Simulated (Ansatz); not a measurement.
# BeHSe: the cost of one run

Computed with Ansatz 0.2.0, Gaussian basis. Level: def2-QZVPP, all electrons in the functionals.

The runs, in order: PBE, BLYP, r2SCAN, B97M-V, PBE0, B3LYP, wB97M-V, at charge 0, doublet; charge 0, quartet; charge 1, singlet; charge 1, triplet.

8 further runs of the same task are left out: 8 set aside as unsound or not needed.

## Step 1: What is computed

The geometry is a PBE0/def2-TZVP stationary point (not a proven minimum). No spin-orbit coupling is included. The filled d shell of Se may be among the frozen orbitals whatever the setting's name suggests; the logs give the count.

3 atoms, charge 0, spin multiplicity 2.

Atoms are counted from 1 here; the program's logs count them from 0.

Bond lengths: Se1–Be2 2.039 Å, Be2–H3 1.334 Å. Angles: Se1–Be2–H3 180.0°.

No dispersion term is added; B97M-V, wB97M-V hold VV10 nonlocal correlation. B3LYP takes the VWN-RPA correlation.

The geometry shown and the zero of energy belong to the point charge 0, doublet. The yardstick, RCCSD(T), and other wave-function levels (R restricted, U unrestricted, valence and pair active spaces) come from earlier runs.

## Step 2: PBE, charge 0, doublet

in.yaml reads:

```yaml
crystal:
  periodic: [false, false, false]
  atoms:
    - {symbol: Se, position_ang: [0.000000, 0.000000, 1.804000]}
    - {symbol: Be, position_ang: [0.000000, 0.000000, -0.235000]}
    - {symbol: H, position_ang: [0.000000, 0.000000, -1.569000]}
basis:
  gaussian: {orbitals: "def2-QZVPP.json"}
magnetization: {spin_polarized: true, initial_magnetization: 1}
hamiltonian: {xc: {name: PBE}}
output: {orbitals: {seedname: orbitals}}
```

Command:

```bash
ansatz run in.yaml --threads 1 --pin off --events-out ev --progress --plain --max-ram 2393MiB
```

**Question.** How long does this run take on 1 thread of Arm Neoverse V1, shared host?

About 11 s.
